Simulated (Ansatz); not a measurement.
**BGaH₅N: up Jacob's ladder to CCSD(T)**

An exercise on one series of results from a longer session: the logs are not shown, and one member is left open.

The runs use Ansatz 0.2.0, Gaussian basis; functionals in def2-TZVPP, the program's frozen cores in correlated methods.

Levels to be run: LDA (SPW92), PBE-D4, revPBE-D4, BLYP-D4, r2SCAN-D4, B97M-V, PBE0-D4, B3LYP-D4, r2SCANh-D4, r2SCAN0-D4, HSE06-D4, BHLYP-D4, CAM-B3LYP-D4, LC-ωPBE, ωB97X-V, ωB97M-V, B2PLYP, PBE-QIDH; CCSD(T)/def2-SVP; CCSD(T)/def2-TZVPP; MP2/def2-QZVPP; extrapolation to the limit; RPA on PBE.

**The relaxed structure**

The geometry comes from an earlier relaxation with PBE0-D4 in a triple-zeta def2 set; it is a stationary point, not always the lowest conformer.

SMILES `B[NH][GaH2]`, 8 atoms, charge 0, spin multiplicity 1.

Atoms are counted from 1 here; the program's logs count them from 0.

Bond lengths: B1–N2 1.400 Å, B1–H4 1.201 Å, B1–H5 1.201 Å, N2–Ga3 1.854 Å, N2–H6 1.011 Å, Ga3–H7 1.557 Å, Ga3–H8 1.563 Å. Angles: N2–B1–H4 120.4°, N2–B1–H5 118.9°, H4–B1–H5 120.7°, B1–N2–Ga3 125.2°, B1–N2–H6 117.0°, Ga3–N2–H6 117.8°, N2–Ga3–H7 116.3°, N2–Ga3–H8 116.3°, H7–Ga3–H8 127.4°.

The first run:

Input file in.yaml:

```yaml
crystal:
  periodic: [false, false, false]
  atoms:
    - {symbol: B, position_ang: [-0.727586, 0.942984, -0.767421]}
    - {symbol: N, position_ang: [-0.464140, 0.159657, 0.362012]}
    - {symbol: Ga, position_ang: [0.966816, -1.005474, 0.543301]}
    - {symbol: H, position_ang: [-1.682462, 1.670425, -0.793699]}
    - {symbol: H, position_ang: [0.016813, 0.874285, -1.707052]}
    - {symbol: H, position_ang: [-1.108323, 0.239061, 1.136520]}
    - {symbol: H, position_ang: [1.936623, -1.099283, -0.670539]}
    - {symbol: H, position_ang: [1.062249, -1.781655, 1.896899]}
basis:
  gaussian: {orbitals: def2-TZVPP}
hamiltonian: {xc: lda}
output: {orbitals: {seedname: orbitals}}
```

Launch:

```console
ansatz run in.yaml --threads 2 --pin off --events-out ev --progress --plain --max-ram 4352MiB
```

Among the steps run: LDA; PBE-D4 (GGA); revPBE-D4 (GGA); BLYP-D4 (GGA); r2SCAN-D4 (meta-GGA); B97M-V (meta-GGA); PBE0-D4 (hybrid); B3LYP-D4 (hybrid); r2SCANh-D4 (hybrid); r2SCAN0-D4 (hybrid); HSE06-D4 (hybrid); BHLYP-D4 (hybrid); CAM-B3LYP-D4 (range-separated); LC-ωPBE (range-separated); ωB97X-V (range-separated); ωB97M-V (range-separated); B2PLYP (double hybrid); PBE-QIDH (double hybrid).

One of the session's tables, all rows but one given; the rest of the session is left out.

It belongs to the step «Frontier levels by functional». 

| functional | HOMO (eV) | LUMO (eV) | gap (eV) |
| --- | --- | --- | --- |
| LDA (SPW92) | ? | ? | ? |
| PBE-D4 | -7.04 | -2.30 | 4.74 |
| revPBE-D4 | -7.02 | -2.18 | 4.83 |
| BLYP-D4 | -6.99 | -2.24 | 4.75 |
| r2SCAN-D4 | -7.34 | -1.98 | 5.36 |
| B97M-V | -7.44 | -2.21 | 5.23 |
| PBE0-D4 | -8.38 | -1.46 | 6.93 |
| B3LYP-D4 | -8.21 | -1.74 | 6.48 |
| r2SCANh-D4 | -7.83 | -1.69 | 6.15 |
| r2SCAN0-D4 | -8.58 | -1.26 | 7.32 |
| HSE06-D4 | -7.98 | -1.82 | 6.15 |
| BHLYP-D4 | -9.70 | -0.67 | 9.03 |
| CAM-B3LYP-D4 | -9.83 | -0.56 | 9.26 |
| LC-ωPBE | -11.18 | 0.63 | 11.81 |
| ωB97X-V | -10.84 | 0.49 | 11.32 |
| ωB97M-V | -10.66 | 0.25 | 10.91 |

**Question.** Estimate the row for LDA (SPW92).

**Answer.** HOMO (eV): -7.08; LUMO (eV): -2.58; gap (eV): 4.50. In the column «HOMO (eV)» it lies between r2SCAN-D4 (-7.34) and PBE-D4 (-7.04).
